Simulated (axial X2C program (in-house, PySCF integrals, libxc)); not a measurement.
# GaH⁻: bond curves with and without spin–orbit coupling

Aim: find the lowest determinant of GaH⁻, scan the bond at several levels and fit the constants, once spin-free and once with spin–orbit coupling.

The runs use an in-house X2C program for linear molecules on PySCF integrals; all-electron X2C, Ga dyall-acv3z, H dyall-av3z.

All values are calculated.

### 1 The job

Input file task.json:

```json
{"zs": [31, 1], "q": -1, "bas": ["dyall-acv3z", "dyall-av3z"], "levels": ["PBE0", "HF", "M06"], "cc": true, "r0": 1.56, "thr": -2.0, "nmax": 90, "npts": 10, "nst": 2, "ntry": 6}
```

Keys: zs atomic numbers; q charge; bas basis sets; levels methods (HF also brings MP2); cc coupled cluster on or off; r0 starting distance in Å; thr threshold in hartree for freezing inner shells (an s shell follows its p shell); nmax most natural virtual spinors; npts points asked for on the curve; nst determinants followed; ntry starts of the search.

Command:

```console
python so2c.py task.json out
```

Spin-free means the one-electron spin-free X2C Hamiltonian; two-component (2c) means X2C with spin–orbit coupling and atomic mean-field two-electron Coulomb and Gaunt terms. Basis: Ga dyall-acv3z contracted to [10s10p8d5f1g], H dyall-av3z contracted to [7s3p2d]; Gaussian nuclei, density fitting. Masses: Ga 68.926 u, H 1.008 u.

Notation: σ, π±, δ± give the projection m of an orbital's angular momentum (0, ±1, ±2), α and β its spin, Λ and M_S the sums; ω is the projection of a spinor's total angular momentum and Ω the sum. Logs are in hartree.

The results follow Hamiltonian by Hamiltonian and level by level.

### 2 Which state to follow

PBE0 moves the distance from 1.560 Å to 1.708 Å and compares determinants there.

Spin-free determinants:

```csv
ΔE (eV),state,open shells
0.00,"M_S = 1/2, Λ = 1",beyond closed shells: π+α
0.56,"M_S = 1/2, Λ = 0",beyond closed shells: σα
1.61,"M_S = 3/2, Λ = 0","beyond closed shells: σα, π+α, π-α"
2.11,"M_S = 1/2, Λ = 0","beyond closed shells: σβ, π+α, π-α"
2.35,"M_S = 1/2, Λ = 2","beyond closed shells: σα, π+α, π+β"
2.35,"M_S = 1/2, Λ = 0","beyond closed shells: σα, π+β, π-α"
2.51,"M_S = 1/2, Λ = 2",beyond closed shells: δ+α
```

Two-component determinants:

```csv
ΔE (eV),state,open shells
0.00,Ω = 1/2,excess of +ω over −ω: ω = 1/2
0.03,Ω = 3/2,excess of +ω over −ω: ω = 3/2
2.12,Ω = 1/2,"excess of +ω over −ω: 2 × ω = -1/2, ω = 3/2"
2.38,Ω = 5/2,"excess of +ω over −ω: 2 × ω = 1/2, ω = 3/2"
2.53,Ω = 5/2,excess of +ω over −ω: ω = 5/2
2.93,Ω = 7/2,"excess of +ω over −ω: ω = 1/2, 2 × ω = 3/2"
2.96,Ω = 3/2,excess of +ω over −ω: 3 × ω = 1/2
```

### 3 PBE0, spin-free

State followed: M_S = 1/2, Λ = 1 (beyond closed shells: π+α). The scan is laid around 1.708 Å, a first estimate of the minimum, and this SCF restarts from the orbitals of the search.

Output at 1.708 Å:

```text
spin-free X2C-1e  PBE0
basis functions 150  fitting functions 830  grid points 5076
iter        total energy     max residual
   1      -1944.245186487     6.37e-06
   2      -1944.245186489     3.46e-06
   3      -1944.245186490     1.21e-06
converged
one-electron -2734.61674177  Coulomb 857.07941029  exact exchange -18.71038667  xc functional -57.60197275  nuclear repulsion 9.60450441
```

Along the bond, energies from the lowest point:

```
R (Å)  E (eV)  μ (D)  HOMO (eV)  LUMO (eV)  iterations
1.486  0.2442   0.40       1.09       1.97          12
1.554  0.1029   0.10       1.09       1.97          11
1.605  0.0411  -0.12       1.09       1.98          11
1.657  0.0087  -0.35       1.09       1.98          10
1.708  0.0000  -0.59       1.09       1.99           3
1.768  0.0134  -0.87       1.08       1.99          11
1.828  0.0464  -1.16       1.08       2.00          11
1.904  0.1097  -1.55       1.07       2.01          12
1.998  0.2087  -2.04       1.06       2.02          12
2.135  0.3753  -2.79       1.02       2.03          12
```

Dipoles are positive if H is the positive end and refer to the centre of mass.

Outer orbitals at the reference distance:

| symmetry | occupied | ε (eV) | atomic character |
| --- | --- | --- | --- |
| δ+α | yes | -17.04 | 100% Ga d |
| δ-α | yes | -17.03 | 100% Ga d |
| δ-β | yes | -17.00 | 100% Ga d |
| δ+β | yes | -17.00 | 100% Ga d |
| σα | yes | -16.88 | 99% Ga d |
| π+α | yes | -16.87 | 100% Ga d |
| σβ | yes | -16.87 | 99% Ga d |
| π-α | yes | -16.86 | 100% Ga d |
| π-β | yes | -16.85 | 100% Ga d |
| π+β | yes | -16.85 | 100% Ga d |
| σα | yes | -6.16 | 53% Ga s, 35% H s, 8% H p |
| σβ | yes | -5.80 | 50% Ga s, 38% H s, 7% H p |
| σα | yes | -1.34 | 47% Ga p, 25% H s, 17% Ga s |
| σβ | yes | -1.16 | 47% Ga p, 24% H s, 20% Ga s |
| π+α | yes | 1.09 | 89% Ga p, 9% H p |
| π-α | no | 1.99 | 96% Ga p, 4% H p |
| σα | no | 2.11 | 92% Ga p, 4% Ga s, 2% H s |
| σβ | no | 2.47 | 94% Ga p, 3% H s |
| π-β | no | 2.50 | 95% Ga p, 4% H p |

PBE0 fields in the half plane through the axis: z from -2.4 to 3.9 Å across, distance from the axis 0.15 to 2.25 Å upwards; Ga lies at z = 0 and H at z = 1.708 Å; the ELF is damped to zero where the density is low.

log10 density (e/bohr³). Ten even steps from '0' (-4.34 ) to '9' (1.37 ):
```
1112222222222111110000
1122233333222222111000
1222333333333222221100
2223344444333333222110
2233444554444443332210
2234445565544444432211
2334456787655555433211
2334456898655665443221
```

ELF. Ten even steps from ' ' (0.00 ) to '@' (1.00 ):
```
    ..--==++++====::..                      
  ..--++******++==--..                      
..--++**######**++--::......::--::..        
::==**%%%%%%##++==--::::::==**####**--..    
--**%%%%%%##++--::::::--++%%@@@@@@%%##--    
==##%%%%%%++::........--##@@@@@@@@@@@@**..  
++##%%@@##--::==**++..::%%@@@@@@@@@@@@%%--  
**%%@@@@##::--##::##--::@@@@@@@@@@@@@@%%==  
```

Re = 1.704 Å, ωe = 1412 cm⁻¹, ωexe = 34.1 cm⁻¹, Be = 5.845 cm⁻¹, De = 2.39 eV, μ = -0.57 D.

### 4 HF, spin-free

The SCF at the reference distance of 1.708 Å:

```text
spin-free X2C-1e  HF
basis functions 150  fitting functions 830  grid points 5076
iter        total energy     max residual
   1      -1942.774373758     1.66e-01
   2      -1942.795696345     1.05e-02
   3      -1942.796546261     8.80e-03
   4      -1942.797066787     1.05e-03
   5      -1942.797128664     3.88e-04
   6      -1942.797146052     2.07e-04
   7      -1942.797153379     1.12e-04
   8      -1942.797156677     6.98e-05
   9      -1942.797158355     4.24e-05
  10      -1942.797159255     1.73e-05
  11      -1942.797159426     9.74e-06
  12      -1942.797159432     5.08e-06
  13      -1942.797159434     2.06e-06
converged
one-electron -2734.63078076  Coulomb 857.18706591  exact exchange -74.95794900  xc functional 0.00000000  nuclear repulsion 9.60450441
```

Re = 1.694 Å, ωe = 1487 cm⁻¹, ωexe = 39.1 cm⁻¹, Be = 5.914 cm⁻¹, De = 1.85 eV, μ = -0.24 D.

### 5 M06, spin-free

The SCF at the reference distance of 1.708 Å:

```text
spin-free X2C-1e  M06
basis functions 150  fitting functions 830  grid points 5076
iter        total energy     max residual
   1      -1944.507096660     8.59e-02
   2      -1944.511935344     4.56e-03
   3      -1944.511969753     4.73e-03
   4      -1944.512174194     1.49e-03
   5      -1944.512176486     1.13e-03
   6      -1944.512191973     2.51e-04
   7      -1944.512192791     4.59e-05
   8      -1944.512192805     3.49e-05
   9      -1944.512192818     1.50e-05
  10      -1944.512192826     3.77e-06
  11      -1944.512192826     1.18e-06
converged
one-electron -2734.37138124  Coulomb 856.83795107  exact exchange -20.20705832  xc functional -56.37620875  nuclear repulsion 9.60450441
```

Re = 1.732 Å, ωe = 1318 cm⁻¹, ωexe = 29.1 cm⁻¹, Be = 5.66 cm⁻¹, De = 2.37 eV, μ = -0.79 D.

### 6 Correlated methods, spin-free

Correlated methods: 15 electrons correlated (frozen shells, counted by type: Ga 3 s, 2 p; H none), 241 virtual spinors in MP2, 90 natural virtuals in coupled cluster.

Output of the correlated part at 1.708 Å:

```text
correlated 15  virtual 241  natural virtual 90  E(MP2) -0.569502755  MP2 remainder -0.052831266
iter   CCSD correlation   residual
   1     -0.476469653   1.47e-01
   2     -0.493377998   5.58e-02
   3     -0.494370966   2.52e-02
   4     -0.494100618   9.04e-03
   5     -0.494255560   4.12e-03
   6     -0.494243574   1.83e-03
   7     -0.494212677   6.43e-04
   8     -0.494219798   2.23e-04
   9     -0.494215137   8.39e-05
  10     -0.494216087   2.15e-05
  11     -0.494215262   8.54e-06
  12     -0.494215349   3.37e-06
  13     -0.494215310   1.22e-06
  14     -0.494215318   5.62e-07
(T) -0.012513673  T1 0.0338  D1 0.1052  max T2 0.075
```

T1 in the output is the amplitude norm over the root of the electron number; divide by √2 for the Lee–Taylor value.

MP2: Re = 1.682 Å, ωe = 1446 cm⁻¹, Be = 5.996 cm⁻¹, De = 2.34 eV.

CCSD: Re = 1.699 Å, ωe = 1398 cm⁻¹, ωexe = 32.4 cm⁻¹, Be = 5.88 cm⁻¹, De = 2.29 eV. T1 at Re = 0.024 (Lee–Taylor, the printed value over √2).

CCSD(T): Re = 1.701 Å, ωe = 1388 cm⁻¹, ωexe = 31.8 cm⁻¹, Be = 5.866 cm⁻¹, De = 2.29 eV. T1 at Re = 0.024 (Lee–Taylor, the printed value over √2).

### 7 A higher determinant, spin-free

State: M_S = 1/2, Λ = 0 (beyond closed shells: σα).

Output at the reference distance:

```text
spin-free X2C-1e  PBE0
basis functions 150  fitting functions 830  grid points 5076
iter        total energy     max residual
   1      -1944.224460595     4.45e-06
   2      -1944.224460596     3.01e-06
converged
one-electron -2730.99069263  Coulomb 853.41387173  exact exchange -18.69738117  xc functional -57.55476295  nuclear repulsion 9.60450441
```

```
R (Å)  E above the lowest PBE0 point (eV)
1.486                               0.753
1.554                               0.627
1.605                               0.578
1.657                               0.559
1.708                               0.564
1.768                               0.594
1.828                               0.643
1.904                               0.727
1.998                               0.848
```

Re = 1.670 Å, ωe = 1539 cm⁻¹, ωexe = 38.2 cm⁻¹, Be = 6.087 cm⁻¹, μ = 4.22 D. Te = 0.56 eV.

### 8 The spin-free curves together

Energy (eV) of the followed determinant, spin-free, from each level's lowest point:

```
R (Å)   PBE0     HF    MP2   CCSD  CCSD(T)    M06
1.486  0.244  0.243  0.200    n/a      n/a  0.284
1.554  0.103  0.098  0.074  0.094    0.096  0.131
1.605  0.041  0.036  0.023  0.036    0.037  0.060
1.657  0.009  0.005  0.000  0.006    0.007  0.018
1.708  0.000  0.000  0.000  0.000    0.000  0.000
1.768  0.013  0.019  0.022  0.015    0.014  0.002
1.828  0.046  0.058  0.063  0.049    0.047  0.024
1.904  0.110  0.130  0.134  0.111    0.108  0.072
1.998  0.209  0.238  0.241    n/a      n/a  0.155
2.135  0.375  0.415  0.416    n/a      n/a  0.301
```

### 9 PBE0, 2c

State followed: Ω = 1/2 (excess of +ω over −ω: ω = 1/2). The scan is laid around 1.708 Å, a first estimate of the minimum, and this SCF restarts from the orbitals of the search.

The SCF at the reference distance of 1.708 Å:

```text
two-component X2C + atomic mean field  PBE0
basis functions 150  fitting functions 830  grid points 5076
iter        total energy     max residual
   1      -1943.642026022     8.04e-06
   2      -1943.642026027     6.94e-06
   3      -1943.642026028     2.05e-06
converged
one-electron -2733.14530294  Coulomb 856.83150079  exact exchange -18.70447220  xc functional -57.58388654  nuclear repulsion 9.60450441  atomic mean-field constant -0.64436955
```

Along the bond, energies from the lowest point:

```
R (Å)  E (eV)  μ (D)  HOMO (eV)  LUMO (eV)  iterations
1.486  0.2450   0.40       1.09       1.99          12
1.554  0.1037   0.11       1.09       2.00          11
1.605  0.0416  -0.12       1.09       2.00          11
1.657  0.0090  -0.35       1.09       2.01          10
1.708  0.0000  -0.59       1.09       2.01           3
1.768  0.0130  -0.88       1.08       2.02          11
1.828  0.0455  -1.17       1.08       2.02          11
1.904  0.1082  -1.56       1.07       2.03          12
1.998  0.2063  -2.06       1.05       2.04          12
2.135  0.3716  -2.82       1.02       2.05          12
```

Dipoles are positive if H is the positive end and refer to the centre of mass.

Outer spinors at the reference distance:

```
   ω  occupied  ε (eV)             atomic character     λ mixture
 3/2       yes  -17.23                    100% Ga d  90% δ, 10% π
-3/2       yes  -17.19                    100% Ga d  87% δ, 13% π
 1/2       yes  -17.09                    100% Ga d  60% π, 40% σ
-1/2       yes  -17.08                    100% Ga d  57% π, 43% σ
-5/2       yes  -16.81                    100% Ga d        100% δ
 5/2       yes  -16.78                    100% Ga d        100% δ
-3/2       yes  -16.67                    100% Ga d  87% π, 13% δ
 3/2       yes  -16.67                    100% Ga d  90% π, 10% δ
 1/2       yes  -16.66                     99% Ga d  60% σ, 40% π
-1/2       yes  -16.65                     99% Ga d  57% σ, 43% π
-1/2       yes   -6.12    53% Ga s, 35% H s, 8% H p        100% σ
 1/2       yes   -5.75    50% Ga s, 38% H s, 7% H p        100% σ
-1/2       yes   -1.30  47% Ga p, 25% H s, 17% Ga s        100% σ
 1/2       yes   -1.12  47% Ga p, 23% H s, 20% Ga s        100% σ
 1/2       yes    1.09             89% Ga p, 9% H p        100% π
-3/2        no    2.01             96% Ga p, 4% H p        100% π
-1/2        no    2.13    93% Ga p, 4% Ga s, 2% H s        100% σ
 1/2        no    2.47             94% Ga p, 3% H s        100% σ
-1/2        no    2.51             95% Ga p, 4% H p        100% π
```

PBE0 fields in the half plane through the axis: z from -2.4 to 3.9 Å across, distance from the axis 0.15 to 2.25 Å upwards; Ga lies at z = 0 and H at z = 1.708 Å; the ELF is damped to zero where the density is low.

log10 density (e/bohr³). Ten even steps from ' ' (-4.34 ) to '@' (1.37 ):
```
......::::::::::::::::::::..........        
....::::::----------::::::::::::......      
..::::::------------------::::::::::....    
::::::----============----------::::::....  
::::----======++++============------::::..  
::::--======++++**++++============--::::....
::----====++**##%%##**++++++++++==----::....
::----====++**%%@@%%**++++****++====--::::..
```

ELF. Ten even steps from ' ' (0.00 ) to '@' (1.00 ):
```
    ::--==++++++==::..                      
  ..--++********==--..                      
..--++**######**++--::......::--::..        
::==**%%%%%%##++==--::::::==**####**--..    
--**%%%%%%##++--::::::--++%%@@@@@@%%##--    
==##%%%%%%++::........--##@@@@@@@@@@@@**::  
++##%%@@##--::==**++..::%%@@@@@@@@@@@@%%--  
**%%@@%%##::--##::##--::@@@@@@@@@@@@@@%%==  
```

Re = 1.705 Å, ωe = 1408 cm⁻¹, ωexe = 34.2 cm⁻¹, Be = 5.839 cm⁻¹, De = 2.40 eV, μ = -0.58 D.

### 10 HF, 2c

The SCF at the reference distance of 1.708 Å:

```text
two-component X2C + atomic mean field  HF
basis functions 150  fitting functions 830  grid points 5076
iter        total energy     max residual
   1      -1942.171556091     1.66e-01
   2      -1942.192847842     1.06e-02
   3      -1942.193696891     8.77e-03
   4      -1942.194216074     1.04e-03
   5      -1942.194276970     3.90e-04
   6      -1942.194293330     2.07e-04
   7      -1942.194299721     1.03e-04
   8      -1942.194302426     6.46e-05
   9      -1942.194303747     3.99e-05
  10      -1942.194304498     1.80e-05
  11      -1942.194304678     9.47e-06
  12      -1942.194304685     4.99e-06
  13      -1942.194304686     1.98e-06
converged
one-electron -2733.18388690  Coulomb 856.96422590  exact exchange -74.93477855  xc functional 0.00000000  nuclear repulsion 9.60450441  atomic mean-field constant -0.64436955
```

Re = 1.695 Å, ωe = 1480 cm⁻¹, ωexe = 39.3 cm⁻¹, Be = 5.905 cm⁻¹, De = 1.85 eV, μ = -0.24 D.

### 11 M06, 2c

The SCF at the reference distance of 1.708 Å:

```text
two-component X2C + atomic mean field  M06
basis functions 150  fitting functions 830  grid points 5076
iter        total energy     max residual
   1      -1943.903871509     8.59e-02
   2      -1943.908750706     4.61e-03
   3      -1943.908781958     4.78e-03
   4      -1943.908992137     1.49e-03
   5      -1943.908994859     1.12e-03
   6      -1943.909010215     2.53e-04
   7      -1943.909011025     4.47e-05
   8      -1943.909011043     3.40e-05
   9      -1943.909011052     1.56e-05
  10      -1943.909011060     3.80e-06
  11      -1943.909011060     1.22e-06
converged
one-electron -2732.88256162  Coulomb 856.57226931  exact exchange -20.20056125  xc functional -56.35829235  nuclear repulsion 9.60450441  atomic mean-field constant -0.64436955
```

Re = 1.733 Å, ωe = 1314 cm⁻¹, ωexe = 29.5 cm⁻¹, Be = 5.654 cm⁻¹, De = 2.42 eV, μ = -0.79 D.

### 12 Correlated methods, 2c

Correlated methods: 15 electrons correlated (frozen shells, counted by type: Ga 3 s, 2 p; H none), 241 virtual spinors in MP2, 90 natural virtuals in coupled cluster.

Output of the correlated part at 1.708 Å:

```text
correlated 15  virtual 241  natural virtual 90  E(MP2) -0.569473743  MP2 remainder -0.052892660
iter   CCSD correlation   residual
   1     -0.476449567   1.46e-01
   2     -0.493310308   5.54e-02
   3     -0.494290662   2.48e-02
   4     -0.494026664   8.81e-03
   5     -0.494179738   3.98e-03
   6     -0.494168495   1.76e-03
   7     -0.494138695   6.29e-04
   8     -0.494145537   2.19e-04
   9     -0.494141001   8.27e-05
  10     -0.494141947   2.20e-05
  11     -0.494141118   9.56e-06
  12     -0.494141214   4.70e-06
  13     -0.494141165   2.56e-06
  14     -0.494141183   1.60e-06
(T) -0.012508518  T1 0.0332  D1 0.1019  max T2 0.074
```

MP2: Re = 1.683 Å, ωe = 1442 cm⁻¹, Be = 5.989 cm⁻¹, De = 2.39 eV.

CCSD: Re = 1.700 Å, ωe = 1394 cm⁻¹, ωexe = 32.5 cm⁻¹, Be = 5.872 cm⁻¹, De = 2.33 eV. T1 at Re = 0.024 (Lee–Taylor, the printed value over √2).

CCSD(T): Re = 1.702 Å, ωe = 1384 cm⁻¹, ωexe = 32.2 cm⁻¹, Be = 5.858 cm⁻¹, De = 2.34 eV. T1 at Re = 0.024 (Lee–Taylor, the printed value over √2).

### 13 A higher determinant, 2c

State: Ω = 3/2 (excess of +ω over −ω: ω = 3/2).

Output at the reference distance:

```text
two-component X2C + atomic mean field  PBE0
basis functions 150  fitting functions 830  grid points 5076
iter        total energy     max residual
   1      -1943.640798048     8.00e-06
   2      -1943.640798060     4.87e-06
   3      -1943.640798062     2.75e-06
converged
one-electron -2733.01984134  Coulomb 856.70411959  exact exchange -18.70377607  xc functional -57.58143512  nuclear repulsion 9.60450441  atomic mean-field constant -0.64436955
```

```
R (Å)  E above the lowest PBE0 point (eV)
1.486                               0.277
1.554                               0.136
1.605                               0.074
1.657                               0.042
1.708                               0.033
1.768                               0.047
1.828                               0.080
1.904                               0.144
1.998                               0.244
```

Re = 1.704 Å, ωe = 1415 cm⁻¹, ωexe = 33.9 cm⁻¹, Be = 5.848 cm⁻¹, μ = -0.56 D. Te = 0.03 eV.

### 14 The 2c curves together

Energy (eV) of the followed determinant, 2c, from each level's lowest point:

```
R (Å)   PBE0     HF    MP2   CCSD  CCSD(T)    M06
1.486  0.245  0.245  0.201    n/a      n/a    n/a
1.554  0.104  0.099  0.076  0.095    0.097  0.131
1.605  0.042  0.037  0.024  0.037    0.038  0.060
1.657  0.009  0.006  0.001  0.007    0.008  0.018
1.708  0.000  0.000  0.000  0.000    0.000  0.000
1.768  0.013  0.018  0.022  0.014    0.014  0.002
1.828  0.046  0.057  0.062  0.048    0.046  0.023
1.904  0.108  0.127  0.132  0.110    0.107  0.071
1.998  0.206  0.234  0.238    n/a      n/a  0.153
2.135  0.372  0.409  0.412    n/a      n/a  0.298
```

Time for the job: 2.9 min (1 thread of Arm Neoverse V2, shared host).

### 15 Results

Lowest determinant that the search found at its distance, spin-free: M_S = 1/2, Λ = 1 (beyond closed shells: π+α).

Lowest determinant that the search found at its distance, 2c: Ω = 1/2 (excess of +ω over −ω: ω = 1/2).

| Hamiltonian | level | Re (Å) | ωe (cm⁻¹) | De (eV) |
| --- | --- | --- | --- | --- |
| spin-free | PBE0 | 1.704 | 1412 | 2.39 |
| spin-free | HF | 1.694 | 1487 | 1.85 |
| spin-free | MP2 | 1.682 | 1446 | 2.34 |
| spin-free | CCSD | 1.699 | 1398 | 2.29 |
| spin-free | CCSD(T) | 1.701 | 1388 | 2.29 |
| spin-free | M06 | 1.732 | 1318 | 2.37 |
| 2c | PBE0 | 1.705 | 1408 | 2.40 |
| 2c | HF | 1.695 | 1480 | 1.85 |
| 2c | MP2 | 1.683 | 1442 | 2.39 |
| 2c | CCSD | 1.700 | 1394 | 2.33 |
| 2c | CCSD(T) | 1.702 | 1384 | 2.34 |
| 2c | M06 | 1.733 | 1314 | 2.42 |

Time per point (s) on 1 thread of Arm Neoverse V2, shared host (2c runs; CCSD comes with the CCSD(T) run); the times are rough: PBE0 0.27, HF 0.19, MP2 0.42, CCSD(T) 5.6, M06 1.1.

At CCSD(T), going from spin-free to two-component changes Re by +1 mÅ, ωe by -0.2 %; the spin-free picture holds up (part of it comes from the scalar share of the two-electron terms). De moves by +0.04 eV; both De rest on single-determinant atoms, which can miss part of an open shell's spin–orbit lowering. The highest occupied level is positive at the mean-field levels quoted, so the basis may hold the extra electron and these numbers are no safe properties of the anion.

De refers to Ga + H-; at HF, spin-free, to Ga- + H; at HF, two-component, to Ga- + H, each in the lowest determinant found, which need not be this curve's own limit. The state is a single determinant with fixed occupations, the lowest that a limited PBE0 search found. De is counted from the lowest determinant-based energies of the atoms at the same level, without counterpoise correction. Density functionals use the spin component along the axis (collinear). CCSD and (T) use frozen natural virtuals with an MP2 correction for the truncation. The meta-GGAs lack a current-density term, which matters for open shells with orbital currents, atoms included. Some points did not converge and are left out. T1 at Re is 0.024 (Lee–Taylor), above the customary mark of 0.02.
